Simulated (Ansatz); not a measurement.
# C2H8AlBSi: a ladder of functionals and wavefunction methods

Aim: compute C2H8AlBSi with functionals from several rungs and with coupled cluster, and see how far each lands from CCSD(T) at the basis-set limit for the atomisation energy.

Method: functionals in def2-TZVPP, the program's frozen cores in correlated methods; program: Ansatz 0.2.0, Gaussian basis.

The runs, in order: PBE-D4, r2SCAN-D4, PBE0-D4, B3LYP-D4, ωB97X-V, ωB97M-V, B2PLYP; CCSD(T)/def2-TZVPP; MP2/def2-QZVPP; extrapolation to the limit.

## (1) Structure used throughout

The geometry comes from an earlier relaxation with PBE0-D4 in a triple-zeta def2 set; it is a stationary point, not always the lowest conformer.

SMILES `[AlH2][C]1([SiH3])BC1`, 13 atoms, charge 0, spin multiplicity 1.

Atoms are counted from 1 here; the program's logs count them from 0.

Bond lengths: Al1–C2 1.925 Å, Al1–H6 1.585 Å, Al1–H7 1.586 Å, C2–Si3 1.854 Å, C2–B4 1.504 Å, C2–C5 1.568 Å, Si3–H8 1.486 Å, Si3–H9 1.490 Å, Si3–H10 1.491 Å, B4–C5 1.519 Å, B4–H11 1.185 Å, C5–H12 1.088 Å, C5–H13 1.087 Å. Angles: C2–Al1–H6 119.7°, C2–Al1–H7 118.0°, H6–Al1–H7 122.3°, Al1–C2–Si3 114.6°, Al1–C2–B4 117.0°, Al1–C2–C5 118.9°, Si3–C2–B4 114.9°, Si3–C2–C5 120.7°, B4–C2–C5 59.2°, C2–Si3–H8 110.3°, C2–Si3–H9 111.4°, C2–Si3–H10 110.5°, H8–Si3–H9 108.5°, H8–Si3–H10 108.9°, H9–Si3–H10 107.1°, C2–B4–C5 62.5°, C2–B4–H11 146.9°, C5–B4–H11 150.5° and more.

## (2) PBE-D4 (GGA)

in.yaml

```yaml
crystal:
  periodic: [false, false, false]
  atoms:
    - {symbol: Al, position_ang: [0.655496, 1.358257, 1.287512]}
    - {symbol: C, position_ang: [0.134019, 0.005775, 0.020248]}
    - {symbol: Si, position_ang: [-1.696228, -0.152998, -0.227617]}
    - {symbol: B, position_ang: [0.883077, -1.297620, 0.066313]}
    - {symbol: C, position_ang: [1.132803, -0.386477, -1.123532]}
    - {symbol: H, position_ang: [-0.392520, 1.875888, 2.357310]}
    - {symbol: H, position_ang: [2.137036, 1.920168, 1.210061]}
    - {symbol: H, position_ang: [-2.374653, -0.382842, 1.074731]}
    - {symbol: H, position_ang: [-2.269333, 1.074303, -0.848232]}
    - {symbol: H, position_ang: [-2.002987, -1.291095, -1.140419]}
    - {symbol: H, position_ang: [1.056218, -2.322909, 0.633888]}
    - {symbol: H, position_ang: [0.715680, -0.640480, -2.096118]}
    - {symbol: H, position_ang: [2.041794, 0.205430, -1.199344]}
basis:
  gaussian: {orbitals: def2-TZVPP}
hamiltonian: {xc: pbe, dispersion: d4}
output: {forces: true, orbitals: {seedname: orbitals}}
```

Command:

```console
$ ansatz run in.yaml --threads 4 --pin off --events-out ev --progress --plain --max-ram 10444MiB
```

After this run come: r2SCAN-D4 (meta-GGA); PBE0-D4 (hybrid); B3LYP-D4 (hybrid); ωB97X-V (range-separated); ωB97M-V (range-separated); B2PLYP (double hybrid); CCSD(T) in def2-TZVPP; MP2 in def2-QZVPP.

Q: Predict the results of all the runs planned. Wanted: atomisation energy, CCSD(T)/CBS; farthest; mean size of error, hybrid; mean size of error, range-separated; gap, smallest and largest; T1 diagnostic; triples share of the correlation energy.

The runs gave:

| quantity | value |
| --- | --- |
| atomisation energy, CCSD(T)/CBS | 4405.3 kJ/mol |
| functionals within 22.0 kJ/mol (0.5 %) | PBE0-D4, B3LYP-D4 |
| farthest | B2PLYP (-43.6 kJ/mol) |
| mean size of error, hybrid | 12.6 kJ/mol |
| mean size of error, range-separated | 32.6 kJ/mol |
| gap, smallest and largest | 3.53 eV (PBE-D4), 9.85 eV (ωB97X-V) |
| T1 diagnostic | 0.0125 |
| triples share of the correlation energy | 4.0 % |

PBE-D4 is off by +42.9 kJ/mol. Double hybrids carry the basis error of their MP2 part in triple zeta, and no dispersion term here, so their miss is partly the set-up's. The reference freezes the cores and leaves out relativity and excitations past (T), so misses under about 22.0 kJ/mol can't be ranked. Hartree-Fock recovers 76 % of the binding; the rest is correlation. The gap grows from 3.5 to 9.8 eV across the functionals, mostly with the share of exact exchange.
